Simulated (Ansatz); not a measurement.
# WCl+ (quintet): the correlation ladder, def2-TZVPP

An exercise on one series of results from a longer session: the logs are not shown, and one member is left open.

Program: Ansatz 0.2.0, Gaussian basis. Level of theory: def2-TZVPP, core rule «outside noble gas», up to 9 orbitals frozen. These are calculated values, not measurements.

Plan: UHF; ROHF; CCSD(T) on UHF.

## What is computed

The geometry is a PBE0/def2-TZVP stationary point (not a proven minimum) of the parent state, kept for this charge and spin. No spin-orbit coupling is included. Elements past krypton take def2 core potentials.

2 atoms, charge 1, spin multiplicity 5.

Atoms are counted from 1 here; the program's logs count them from 0.

Bond lengths: W1–Cl2 2.275 Å.

Set-up of the first run:

in.yaml reads:

```yaml
crystal:
  periodic: [false, false, false]
  atoms:
    - {symbol: W, position_ang: [0.000000, 0.000000, 0.000000]}
    - {symbol: Cl, position_ang: [0.000000, 0.000000, 2.275000]}
basis:
  gaussian: {orbitals: def2-TZVPP}
total_charge: 1
magnetization: {spin_polarized: true, initial_magnetization: 4}
hamiltonian: {xc: hf}
output: {orbitals: {seedname: orbitals}}
```

Launch:

```console
$ ansatz run in.yaml --threads 1 --pin off --events-out ev --progress --plain --max-ram 4096MiB --backend cpu
```

Steps of the session up to this table: UHF; ROHF; CCSD(T) on UHF.

One of the session's tables, all rows but one given; the rest of the session is left out.

It belongs to the step «Misses and costs». 

```
  method  from UCCSD(T) (kcal/mol)
    ROHF                   +196.66
     UHF                         ?
    UMP2                    +23.20
   UCCSD                     +9.65
UCCSD(T)                         0
```

**Question.** Estimate the row for UHF.

The run gave: from UCCSD(T) (kcal/mol): +191.52. In the column «from UCCSD(T) (kcal/mol)» it lies between UMP2 (+23.20) and ROHF (+196.66).
